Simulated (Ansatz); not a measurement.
Consider a comparison of functionals at one structure of Ti, space group P6/mmm (the Ansatz DFT code, driven from Python).

Input file `ti.cif`:
```cif
data_Ti
_cell_length_a 4.600000
_cell_length_b 4.600000
_cell_length_c 2.820000
_cell_angle_alpha 90.00000
_cell_angle_beta 90.00000
_cell_angle_gamma 120.00000
_symmetry_space_group_name_H-M 'P 1'
_symmetry_Int_Tables_number 1
loop_
_symmetry_equiv_pos_as_xyz
'x, y, z'
loop_
_atom_site_label
_atom_site_type_symbol
_atom_site_fract_x
_atom_site_fract_y
_atom_site_fract_z
Ti1 Ti    0.000000    0.000000    0.000000
Ti2 Ti    0.333333    0.666667    0.500000
Ti3 Ti    0.666667    0.333333    0.500000
```

`xc.py`
```python
"""One structure of Ti under several functionals."""

import csv
import warnings

import ansatz as az
from ase.io import read


def main() -> None:
    warnings.simplefilter("ignore", az.DeckWarning)

    atoms = read("ti.cif")
    xtal = az.Crystal.from_ase(atoms)

    job = (
        xtal.calculation()
        .occupations("fermi_dirac", width=0.15)
        .scf(self_checks="high")
        .eigensolver("davidson", mixed_precision=False)
        .kpoints(6, 6, 8, center="monkhorst-pack")
        .basis(630)
        .stress()
    )

    rows = []
    for value in ["lda", "blyp", "pbesol"]:
        rep = job.functional(value).run(threads=1).report
        rows.append((value, rep["free_energy_ev"] / len(rep["lattice"]["sites"]), rep["n_iterations"], sum(rep["stress_gpa"][i][i] for i in range(3)) / 3, rep["n_kpoints"]))

    with open("xc.csv", "w", newline="") as handle:
        writer = csv.writer(handle)
        writer.writerow(["functional", "F/atom (eV)", "iterations", "P (GPa)", "k-points"])
        writer.writerows([round(v, 5) if isinstance(v, float) else v for v in row] for row in rows)
    print(open("xc.csv").read())


if __name__ == "__main__":
    main()
```

Rank the functionals by the pressure that they give at this structure. What does the order say about their lattices?

From lowest to highest: LDA (-8.8 GPa), PBEsol (-4.6 GPa) and BLYP (2.4 GPa). At a fixed cell a lower pressure usually means a smaller equilibrium volume, so LDA prefers the smallest cell and BLYP the largest.

The output:

`python xc.py` gives:
```text
functional,F/atom (eV),iterations,P (GPa),k-points
lda,-2450.32506,7,-8.75972,48
blyp,-2505.93619,7,2.43202,48
pbesol,-2473.93959,9,-4.56385,48
```

Reading the output:
- BLYP can be off by several per cent in the lattices of metals, and by several GPa in the pressure at a fixed cell.
- For a metal this k-point mesh is coarse: on a finer one energies can move by several to tens of meV an atom and pressures by half a GPa or more, differences at one mesh by less.
- The smearing is wide enough that free energy and stress hold a thermal part of the electrons.
- The mesh has less symmetry than the crystal, which the program warned of.
- Pressure is positive in compression.
- This isn't the structure that Ti takes at ambient conditions.
- Total energies of different functionals can't be compared; pressures, moments and gaps at this one structure can.
- The script silences the warnings on its input, which a real study should read.
- Run time: 26 s on 1 thread of Intel(R) Xeon(R) Processor @ 2.30GHz, with other jobs on the host, peak memory 0.61 GiB.
